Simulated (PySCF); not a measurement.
# Pb₂: from the state search to spectroscopic constants

The task here is to estimate one member of a computed series from the others.

Program: PySCF 2.14.0. Level of theory: Pb cc-pVDZ-PP with ECP60, scalar-relativistic core potentials. These are calculated values, not measurements.

The first run:

Settings of the job:

```json
{
  "atoms": "Pb, Pb",
  "charge": "0",
  "basis": "Pb cc-pVDZ-PP with ECP60",
  "Hamiltonian": "scalar-relativistic core potentials",
  "basis functions": "46",
  "electrons treated": "44",
  "masses in u": "207.9766, 207.9766",
  "levels": "PBE0, PBE, r²SCAN, TPSSh, M06-L, r²SCAN0, ωB97X, HF, MP2, SCS-MP2, CCSD, CCSD(T)",
  "grid": "80 radial by 434 angular points",
  "occupations": "held fixed by the projection of orbital angular momentum",
  "dissociation limit": "Pb + Pb, each in its ground configuration",
  "starting distance in angstrom": "2.790",
  "values of 2S to try": "0, 2, 4"
}
```

Run with:

```
$ OMP_NUM_THREADS=1 python dia.py task.json out
```

Steps of the session up to this table: The job; First curve: PBE0; Higher solutions at PBE0; PBE (GGA); r²SCAN (meta-GGA); TPSSh; M06-L (meta-GGA); r²SCAN0 (hybrid meta-GGA); ωB97X (range-separated hybrid); UHF (mean field); MP2 and coupled cluster.

One table of the session follows, with a row left open; its other results are not shown here.

Energy (eV) from each level's lowest point:

```
R (Å)    UHF  UHF-MP2  UHF-SCS-MP2  UHF-CCSD  UHF-CCSD(T)
2.491  0.925    1.075        1.062       n/a          n/a
2.606  0.377    0.490        0.479     0.500        0.532
2.722  0.094    0.166        0.158     0.170        0.190
2.809  0.007    0.045        0.040     0.046        0.056
2.896  0.000    0.000        0.000     0.000        0.000
2.983  0.054    0.013        0.018     0.014        0.002
3.099      ?        ?            ?         ?            ?
3.244  0.449    0.260        0.289     0.280        0.229
3.417  0.819    0.509        0.561     0.557        0.477
3.649  1.360    0.859        0.948       n/a          n/a
```

**Question.** Estimate the row for R (Å) = 3.099.

Worked estimate for «UHF». A straight line through the neighbours (2.983, 0.054) and (3.244, 0.449) gives 0.054 + (0.449 − 0.054) × (3.099 − 2.983) / (3.244 − 2.983) = 0.230; a parabola fitted to 4 rows on both sides gives 0.203.

**Answer.** UHF: 0.196; UHF-MP2: 0.093; UHF-SCS-MP2: 0.108; UHF-CCSD: 0.100; UHF-CCSD(T): 0.072. In «UHF» the line misses by +0.034 and the parabola by +0.007.
